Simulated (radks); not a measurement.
**Gd⁺ in [Kr] 4d10 4f7.5 5s2 5p5.5 5d1 6s1: an all-electron calculation**

Aim: the levels, the sizes of the orbitals and the parts of the energy of the gadolinium ion Gd+.

Method: Dirac Kohn-Sham, exchange-only PBE, spin-unpolarised, spherical densities, finite nucleus; open shells are shared between the two j in proportion to 2j + 1. Code: radks (a radial shooting solver on a logarithmic mesh, Libxc functionals) version 1.

### 1 The system

```
element            : gadolinium (Z = 64)
charge             : +1
electrons          : 63
configuration      : [Kr] 4d10 4f7.5 5s2 5p5.5 5d1 6s1
nuclear rms radius : 5.1569 fm
```

### 2 The calculation

The run's settings:

```text
Z 64
configuration [Kr] 4d10 4f7.5 5s2 5p5.5 5d1 6s1
relativity Dirac
functional pbe,
spin unpolarised
j_filling average
nucleus finite rms 5.1569 fm
c 137.035999084
```

**Question.** What will this run give?

The runs gave:

```
                        quantity                   value
                    total energy     -11275.0483 hartree
exchange-correlation share of it                  2.18 %
                            −T/E                  1.0906
          highest occupied level        5d5/2, -7.413 eV
    most extended occupied level  6s1/2, <r> = 3.74 bohr
 radius at density 0.001 e/bohr³               4.65 bohr
    maxima of the radial density                       4
```

What this shows: The radial density shows 4 maxima for 6 occupied principal shells; where shells overlap, one shows as a shoulder or not at all. Relativity lifts −T/E to 1.091. This is not the tabulated ground configuration, so its levels and sizes aren't those of the ground state, and no measured value stands beside it.
